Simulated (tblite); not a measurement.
# C3H4Al2Cl3F: the cost of one run

Computed with tblite 0.8.0 and PySCF 2.14.0, with density-fitted response routines of our own, on a single molecule in the gas phase. Atoms are numbered from 0 throughout.

## 1. The molecule as given

13 atoms, charge 0, multiplicity 1; geometry from: force field or distance geometry start.

Bonds of the start (Å): C0–C1 1.48, C1–C2 1.19, C2–Al3 1.94, Al3–Cl4 2.22, Cl4–Al5 2.23, Al5–F6 1.79, Al5–Cl7 2.19, Al5–Cl8 2.23, Cl8–Al3 2.23, C0–H9 1.11, C0–H10 1.11, C0–H11 1.11, Al3–H12 1.56.

## 2. Optimising the geometry with GFN2-xTB

Job settings and geometry (Å):

```
{"job": {"kind": "relax", "xc": "GFN2-xTB", "basis": "xTB"}, "charge": 0, "multiplicity": 1}
C      3.624000    -0.111700    -0.296900
C      2.165000    -0.008700    -0.542200
C      0.992500     0.047300    -0.738500
Al    -0.916800     0.170300    -1.060700
Cl    -1.881700     1.468100     0.456800
Al    -3.540500    -0.022700     0.473600
F     -4.729700     0.149900    -0.857600
Cl    -4.340000    -0.240100     2.504800
Cl    -1.992400    -1.526300    -0.098900
H      4.086400     0.844400    -0.616900
H      4.063700    -0.927700    -0.907300
H      3.835200    -0.364100     0.761200
H     -1.369900     0.521500    -2.516100
```

Command:

```sh
OMP_NUM_THREADS=1 python probes_run.py task.json out
```

One launch serves the whole session: the jobs run in the order shown.

**Question.** How long does this first job take on 1 thread of AMD EPYC 9R14, shared host, and how much memory does it need?

About 1.4 s, with a peak of 0.18 GiB.
